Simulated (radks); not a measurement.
**Cr³⁺ in [Ne] 3s2 3p4 3d3 4d2: an all-electron calculation**

An exercise on one series of results from a longer session: the logs are not shown, and one member is left open.

Program: radks (a radial shooting solver on a logarithmic mesh, Libxc functionals) version 1. Level of theory: scalar-relativistic Kohn-Sham, SCAN, spin-polarised, spherical densities, finite nucleus; open shells are filled with parallel spins first. These are calculated values, not measurements, unless marked.

### Starting point

| Quantity | Value |
| --- | --- |
| element | chromium (Z = 24) |
| charge | +3 |
| electrons | 21 |
| configuration | [Ne] 3s2 3p4 3d3 4d2 |
| nuclear rms radius | 3.6452 fm |

Outer shells as boxes (Hund's rule):

Cr³⁺
```
[Ne] core
3s [↑↓]
3p [↑↓][↑ ][↑ ]
3d [↑ ][↑ ][↑ ][  ][  ]
4d [↑ ][↑ ][  ][  ][  ]
```

Set-up of the first run:

Settings of this run:

```text
Z 24
configuration [Ne] 3s2 3p4 3d3 4d2 4s0 4p0
relativity scalar-relativistic
functional scan,scan
spin polarised
nucleus finite rms 3.6452 fm
c 137.035999084
```

On the command line:

```bash
$ python run_ks.py task.json out
```

The same process makes all the runs of this session.

One table of the session follows, with a row left open; its other results are not shown here.

It belongs to the step «Radial structure». From the orbitals of this run (lengths in bohr):

| level | <r> | outermost maximum (interpolated) | 90 % within | nodes |
| --- | --- | --- | --- | --- |
| 1s up | 0.06357 | 0.0416 | 0.114 | 0 |
| 1s down | 0.06356 | 0.0416 | 0.113 | 0 |
| 2s up | 0.2924 | 0.243 | 0.454 | 1 |
| 2s down | 0.2915 | 0.243 | 0.452 | 1 |
| 2p up | 0.2595 | 0.198 | 0.426 | 0 |
| 2p down | ? | ? | ? | ? |
| 3s up | 0.8580 | 0.761 | 1.27 | 2 |
| 3s down | 0.8713 | 0.765 | 1.29 | 2 |
| 3p up | 0.8912 | 0.773 | 1.35 | 1 |
| 3p down | 0.9077 | 0.779 | 1.38 | 1 |
| 3d up | 0.9561 | 0.743 | 1.54 | 0 |
| 3d down | 0.9847 | 0.747 | 1.60 | 0 |
| 4s up | 2.208 | 2.00 | 3.18 | 3 |
| 4p up | 2.454 | 2.22 | 3.55 | 2 |
| 4d up | 3.022 | 2.76 | 4.41 | 1 |

Q: Estimate the row for 2p down from the others.

**Answer.** <r>: 0.2587; outermost maximum (interpolated): 0.198; 90 % within: 0.424; nodes: 0. In the column «<r>» it lies between 1s up (0.06357) and 2p up (0.2595).
